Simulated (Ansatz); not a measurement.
**CH5BTe (SMILES BC[TeH]): single points off equilibrium**

The task here is to estimate one member of a computed series from the others.

Method: single points in def2-TZVPP; program: Ansatz 0.2.0, Gaussian basis.

Correlated methods freeze the cores. Filled d shells of the heavier atoms are correlated. Core potentials replace the inner electrons past krypton, and spin-orbit coupling is left out. B3LYP uses VWN-RPA correlation.

**Where the work starts**

SMILES `BC[TeH]`, 8 atoms, charge 0, spin multiplicity 1.

Atoms are counted from 1 here; the program's logs count them from 0.

Bond lengths: B1–C2 1.575 Å, B1–H4 1.173 Å, B1–H5 1.188 Å, C2–Te3 2.153 Å, C2–H6 1.106 Å, C2–H7 1.064 Å, Te3–H8 1.680 Å. Angles: C2–B1–H4 123.4°, C2–B1–H5 118.6°, H4–B1–H5 118.0°, B1–C2–Te3 114.5°, B1–C2–H6 108.7°, B1–C2–H7 108.2°, Te3–C2–H6 109.8°, Te3–C2–H7 110.3°, H6–C2–H7 105.0°, C2–Te3–H8 92.7°.

Coordinates:

```xyz
8

B    -0.4928    0.7726   -1.0084
C     0.2929    0.0935    0.1753
Te   -0.5850   -1.7354    0.8959
H    -1.4961    0.3496   -1.4447
H    -0.0441    1.7583   -1.4963
H     1.3332   -0.0932   -0.1515
H     0.3759    0.7996    0.9664
H     0.6138   -1.9478    2.0538
```

Set-up of the first run:

run/in.yaml reads:

```yaml
crystal:
  periodic: [false, false, false]
  atoms:
    - {symbol: B, position_ang: [-0.492800, 0.772600, -1.008400]}
    - {symbol: C, position_ang: [0.292900, 0.093500, 0.175300]}
    - {symbol: Te, position_ang: [-0.585000, -1.735400, 0.895900]}
    - {symbol: H, position_ang: [-1.496100, 0.349600, -1.444700]}
    - {symbol: H, position_ang: [-0.044100, 1.758300, -1.496300]}
    - {symbol: H, position_ang: [1.333200, -0.093200, -0.151500]}
    - {symbol: H, position_ang: [0.375900, 0.799600, 0.966400]}
    - {symbol: H, position_ang: [0.613800, -1.947800, 2.053800]}
basis:
  gaussian: {orbitals: def2-TZVPP}
correlation: {method: ccsd_t}
output: {forces: true}
```

No record of the launch command was kept for these runs.

Among the steps run: CCSD(T)/def2-TZVPP; PBE0-D4/def2-TZVPP; wB97M-V/def2-TZVPP; r2SCAN-D4/def2-TZVPP; PBE-D4/def2-TZVPP; B3LYP-D4/def2-TZVPP; HSE06-D4/def2-TZVPP.

One of the session's tables, all rows but one given; the rest of the session is left out.

```
   method  RMS force component (eV/Å)  angle to CCSD(T) forces (°)  dipole (D)
  CCSD(T)                       0.421                    reference        1.16
  PBE0-D4                       0.465                         13.6        1.22
  wB97M-V                           ?                            ?           ?
r2SCAN-D4                       0.460                         16.6        1.26
   PBE-D4                       0.504                         24.9        1.19
 B3LYP-D4                       0.427                         19.1        1.16
 HSE06-D4                       0.466                         13.7        1.23
```

**Question.** Estimate the row for wB97M-V.

**Answer.** RMS force component (eV/Å): 0.437; angle to CCSD(T) forces (°): 9.4; dipole (D): 1.14. In the column «RMS force component (eV/Å)» it lies between B3LYP-D4 (0.427) and r2SCAN-D4 (0.460).
